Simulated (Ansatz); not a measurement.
WS in Ansatz: the effect of Hubbard term

Crystal: WS.

```
W S
1.0
     3.00789    0.00000    0.00000
     0.00000    3.00789    0.00000
     0.00000    0.00000    3.00789
W S
1 1
Direct
  0.50000 0.50000 0.50000
  0.00000 0.00000 0.00000
```

The cell was built by a generator and needn't be a form met in nature.

Alike in all runs:

- Program: Ansatz 0.2.0
- Task: band structure
- Functional: LDA
- Potentials or basis: Ansatz PAW
- Cutoff: 420 eV (not typed: the program's choice for these potentials)
- k mesh: 9 × 9 × 9
- Occupations: fermi-dirac, width 0.05 eV
- Spin: no spin polarisation
- Path: [["G", "X", "M", "G", "R", "X"], ["M", "R"]]
- Points for each segment of the path: 14
- Hubbard projectors: ortho-atomic (the default)
- Double counting: fll (the default)

Problem. One run gave: pressure 29.6 GPa. Which Hubbard term did it use?
A. none
B. W d U = 4 eV
C. W d U = 1 eV
D. W d U = 5 eV
E. W d U = 8 eV

Solution. E.

```csv
Hubbard term,pressure (GPa)
none,-11.5
W d U = 1 eV,-11.4
W d U = 2 eV,-11.2
W d U = 3 eV,-10.9
W d U = 4 eV,-10.4
W d U = 5 eV,-8.9
W d U = 6 eV,-7.0
W d U = 8 eV,29.6
```

Caveats: the PAW data sets come from PBE, with cores solved anew for the run's functional, which leaves a small shift of forces and pressure; U without spin polarisation on a metal has little footing (some runs); a pressure of tens of GPa on the cell as given is suspect, and the run, the potentials or the cell itself is likely at fault (some runs).
